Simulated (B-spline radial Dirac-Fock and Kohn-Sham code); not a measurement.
**Inner shells of Ge³⁰⁺**

What does theory give for Ge³⁰⁺? The session works out its X-ray form factor and Compton profile, the binding energy of each subshell and its photoionisation cross sections.

Method: a free atom or ion on a radial basis; each step names its model; computed with B-spline radial Dirac-Fock and Kohn-Sham code, version 2.

## 1. What is computed

Germanium as Ge³⁰⁺, 1s2.

* nuclear charge: 32
* electrons: 2
* mass number: 74
* nuclear rms radius: 4.0742 fm

## 2. Scattering by the electron cloud

Model: Dirac-Fock average of configuration, finite nucleus; form factor of the spherical density, Waller-Hartree incoherent function, impulse-approximation Compton profiles.

Settings, as recorded:

```ini
task = scatter
Z = 32
charge = 30
configuration = 1s2
mass_number = 74
rms_radius = 4.0742  # fm
s = [0.0, 0.05, 0.1, 0.15, 0.2, 0.25, 0.3, 0.35, 0.4, 0.45, 0.5, 0.6, 0.7, 0.8, 0.9, 1.0, 1.1, 1.2, 1.4, 1.6, 1.8, 2.0, 2.5, 3.0, 3.5, 4.0, 5.0, 6.0]  # 1/A
pz = [0, 0.1, 0.14, 0.2, 0.27, 0.38, 0.54, 0.75, 1.0, 1.5, 2.1, 2.9, 4.0, 5.6, 7.9, 11.0, 15.0, 22.0, 30.0, 42.0, 59.0]  # a.u.
photon_energy = [1000, 8047.8, 17479.3, 20000, 30000, 50000, 100000, 500000]  # eV
```

## 3. Core and valence levels

Model: Dirac-Fock average of configuration, Delta-SCF, finite nucleus, first-order Breit with its frequency dependence, self-energy and vacuum polarisation.

Settings, as recorded:

```ini
task = binding
```

## 4. Subshell cross sections

Model: independent-particle photoionisation: Dirac-Hartree-Slater potential of the initial state with a Latter tail for bound and continuum orbitals, all multipoles in the length form, thresholds from Dirac-Fock Delta-SCF.

Settings, as recorded:

```ini
task = photo
photon_energy = [21.22, 60, 100, 322.0, 383.0, 1000, 2000, 2370.0, 2380.0, 3640.0, 8047.8, 17479.3, 22600.0, 40000, 68200.0, 126000.0]  # eV
```

What does the calculation give? Wanted: rms radius of the electron cloud; Compton profile at zero; deepest level listed, K; least bound, K.

The runs gave:

```
                             quantity                      value
     rms radius of the electron cloud                0.0539 bohr
              Compton profile at zero             0.05254 1/a.u.
         deepest level listed, K (1s)                 13555.8 eV
                  least bound, K (1s)                 13555.8 eV
ionisation energy, NIST (theoretical)                 13557.4 eV
                    total at 17479 eV                    6.44 kb
       strongest subshell at 17479 eV  K (1s), 6.44 kb, β = 2.00
```

In words: The cloud is so compact that f stays above half of 2 out to s = 6.00 1/Å. Incoherent scattering outweighs coherent from 500 keV on, among the energies asked. The K (1s) level lies 1.58 eV under Koopmans' value by relaxation alone; Breit gives -11.71 and QED -7.49 eV. NIST's ionisation energy differs by +1.64 eV from the least binding energy; correlation is missing from the calculation. At 17479 eV, K (1s) gives 100 % of the photoabsorption; at 126000 eV the K shell gives 100 %. The Hartree-Fock and Dirac-Fock values hold no electron correlation.
